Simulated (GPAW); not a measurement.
HPbNO4 in GPAW: the effect of functional

Crystal: HPbNO4.

```
H Pb N O
1.0
     4.27531   -0.00040    0.00636
    -2.08399    5.20775   -0.04907
    -2.12377   -1.86574    4.91491
H Pb N O
1 1 1 4
Direct
  0.99073 0.03330 0.90994
  0.50274 0.81989 0.14287
  0.00838 0.47408 0.50265
  0.99816 0.92741 0.02877
  0.19467 0.73435 0.60852
  0.81673 0.35882 0.24556
  0.01381 0.33121 0.65217
```

The cell was built by a generator and needn't be a form met in nature.

Alike in all runs:

```yaml
Program: GPAW 26.7.0
Task: band structure
Cutoff: 800 eV
Basis: pw
k_mesh: 6 × 4 × 4
Occupations: fermi-dirac, width 0.05 eV
Spin: no spin polarisation
```

Q: One run gave: gap on the mesh 4.35 eV. Which functional did it use?
A. RPBE
B. GLLB-SC
C. BLYP
D. revPBE
E. SCAN

A: B.

```csv
functional,potentials or basis,gap on the mesh (eV)
RPBE,the program's PAW data sets (release 1.2.1) made for this functional,2.91
revPBE,the program's PAW data sets (release 1.2.1) made for this functional,2.90
BLYP,PAW data sets generated in the run's folder for this functional,2.83
SCAN,GPAW PAW data sets (gpaw-data 1.2.1),3.15
GLLB-SC,the program's PAW data sets (release 1.2.1) made for this functional,4.35
```

Caveats: spin-orbit coupling is left out, which as a rule narrows the gap of such compounds by several tenths of an eV; the GLLB-SC gap is the Kohn-Sham gap of the path plus the derivative discontinuity (some runs); a model potential gives levels but no total energy (some runs).

A k mesh can miss the band edges.
